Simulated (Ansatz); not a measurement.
# C2H4AlFS: up Jacob's ladder to CCSD(T)

An exercise on one series of results from a longer session: the logs are not shown, and one member is left open.

Program: Ansatz 0.2.0, Gaussian basis. Level of theory: functionals in def2-TZVPP, the program's frozen cores in correlated methods. These are calculated values, not measurements.

Plan: PBE-D4, r2SCAN-D4, PBE0-D4, B3LYP-D4, ωB97X-V, ωB97M-V, B2PLYP; CCSD(T)/def2-TZVPP; MP2/def2-QZVPP; extrapolation to the limit.

## The geometry

All runs share one geometry, relaxed beforehand with PBE0-D4 in a triple-zeta def2 set.

9 atoms, charge 0, spin multiplicity 1.

Atoms are counted from 1 here; the program's logs count them from 0.

Bond lengths: F1–C2 1.374 Å, C2–C3 1.466 Å, C2–H6 1.098 Å, C2–H7 1.098 Å, C3–Al4 1.966 Å, C3–S5 1.644 Å, Al4–S5 2.397 Å, Al4–H8 1.580 Å, Al4–H9 1.580 Å. Angles: F1–C2–C3 112.1°, F1–C2–H6 108.5°, F1–C2–H7 108.5°, C3–C2–H6 109.9°, C3–C2–H7 109.9°, H6–C2–H7 108.0°, C2–C3–Al4 153.1°, C2–C3–S5 124.1°, Al4–C3–S5 82.7°, C3–Al4–S5 42.8°, C3–Al4–H8 116.6°, C3–Al4–H9 116.6°, S5–Al4–H8 112.7°, S5–Al4–H9 112.7°, H8–Al4–H9 125.7°, C3–S5–Al4 54.4°.

As a file:

```
F    -1.2970   -0.6333    1.7096
C    -0.9062    0.5233    1.0788
C     0.0109    0.2608   -0.0346
Al    1.0586   -0.9247   -1.2015
S     0.6623    1.4301   -0.9885
H    -1.8028    1.0381    0.7102
H    -0.4211    1.1748    1.8170
H     0.2970   -1.5626   -2.4307
H     2.4869   -1.3529   -0.6775
```

Set-up of the first run:

File in.yaml:

```yaml
crystal:
  periodic: [false, false, false]
  atoms:
    - {symbol: F, position_ang: [-1.297022, -0.633275, 1.709633]}
    - {symbol: C, position_ang: [-0.906197, 0.523293, 1.078817]}
    - {symbol: C, position_ang: [0.010873, 0.260830, -0.034582]}
    - {symbol: Al, position_ang: [1.058622, -0.924660, -1.201534]}
    - {symbol: S, position_ang: [0.662268, 1.430053, -0.988462]}
    - {symbol: H, position_ang: [-1.802781, 1.038067, 0.710218]}
    - {symbol: H, position_ang: [-0.421129, 1.174827, 1.816954]}
    - {symbol: H, position_ang: [0.297005, -1.562564, -2.430696]}
    - {symbol: H, position_ang: [2.486861, -1.352871, -0.677550]}
basis:
  gaussian: {orbitals: def2-TZVPP}
hamiltonian: {xc: pbe, dispersion: d4}
output: {forces: true, orbitals: {seedname: orbitals}}
```

Command:

```
> ansatz run in.yaml --threads 4 --pin off --events-out ev --progress --plain --max-ram 10444MiB
```

Steps of the session up to this table: PBE-D4 (GGA); r2SCAN-D4 (meta-GGA); PBE0-D4 (hybrid); B3LYP-D4 (hybrid); ωB97X-V (range-separated); ωB97M-V (range-separated); B2PLYP (double hybrid); CCSD(T) in def2-TZVPP; MP2 in def2-QZVPP.

One of the session's tables, all rows but one given; the rest of the session is left out.

```
            method  atomisation energy (kJ/mol)
            PBE-D4                       3191.7
         r2SCAN-D4                       3130.6
           PBE0-D4                       3116.5
          B3LYP-D4                       3093.6
           ωB97X-V                            ?
           ωB97M-V                       3121.5
            B2PLYP                       3062.7
     HF/def2-TZVPP                       2198.4
    MP2/def2-TZVPP                       3083.2
   CCSD/def2-TZVPP                       2951.9
CCSD(T)/def2-TZVPP                       3014.8
           MP2/CBS                       3172.8
       CCSD(T)/CBS                       3104.4
```

Estimate the missing values for ωB97X-V.

As computed: atomisation energy (kJ/mol): 3118.8. In the column «atomisation energy (kJ/mol)» it lies between PBE0-D4 (3116.5) and ωB97M-V (3121.5).
